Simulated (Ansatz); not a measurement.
**The cluster Ge6N (doublet): reading failed and doubtful runs**

Aim: try 1 input for the cluster Ge6N (doublet) as typed, read how each ends, and find what has to change.

Computed with Ansatz 0.2.0, Gaussian basis. Level: the settings change from run to run.

2 further runs of the same task are left out: 2 set aside as unsound or not needed.

## Step 1: The geometry

An earlier PBE-D4/def2-SVP relaxation fixed the geometry.

7 atoms, charge 0, spin multiplicity 2.

Atoms are counted from 1 here; the program's logs count them from 0.

Bond lengths: N1–Ge3 2.040 Å, N1–Ge4 1.963 Å, N1–Ge5 2.278 Å, N1–Ge6 1.904 Å, Ge2–Ge5 2.751 Å, Ge2–Ge6 2.591 Å, Ge2–Ge7 2.492 Å, Ge3–Ge7 2.503 Å. Angles: Ge3–N1–Ge4 79.3°, Ge3–N1–Ge5 77.8°, Ge3–N1–Ge6 139.2°, Ge4–N1–Ge5 77.9°, Ge4–N1–Ge6 131.4°, Ge5–N1–Ge6 83.3°, Ge5–Ge2–Ge6 63.0°, Ge5–Ge2–Ge7 66.4°, Ge6–Ge2–Ge7 115.4°, N1–Ge3–Ge7 104.4°, N1–Ge5–Ge2 76.7°, N1–Ge6–Ge2 87.3°, Ge2–Ge7–Ge3 90.9°.

## Step 2: Try 1

The input, in.yaml:

```yaml
crystal:
  periodic: [false, false, false]
  atoms:
    - {symbol: N, position_ang: [0.327021, 0.920369, -0.717770]}
    - {symbol: Ge, position_ang: [-2.022198, -0.263457, 1.270291]}
    - {symbol: Ge, position_ang: [1.536475, 0.565461, 0.632902]}
    - {symbol: Ge, position_ang: [1.756564, 0.478012, -1.793065]}
    - {symbol: Ge, position_ang: [-1.361453, 1.210232, -1.160468]}
    - {symbol: Ge, position_ang: [-1.661453, 0.910232, -1.160468]}
    - {symbol: Ge, position_ang: [0.267731, -0.930865, 2.256387]}
basis:
  gaussian: {orbitals: pcseg-2}
magnetization: {spin_polarized: true, initial_magnetization: 1}
hamiltonian: {xc: {name: wB97M-V}}
scf: {omitted_lower_state_checks: [starts]}
```

Run with:

```sh
ansatz run in.yaml --threads 6 --pin off --events-out ev --progress --plain --max-ram 7833MiB
```

Before running them: what should the planned runs give, taken together?

**Answer**, as computed:

```csv
try,level,ended,cause,time
1,wB97M-V/pcseg-2,refused,one atom was put on top of another,4.7 s
```

**Reading.** 1 refused.
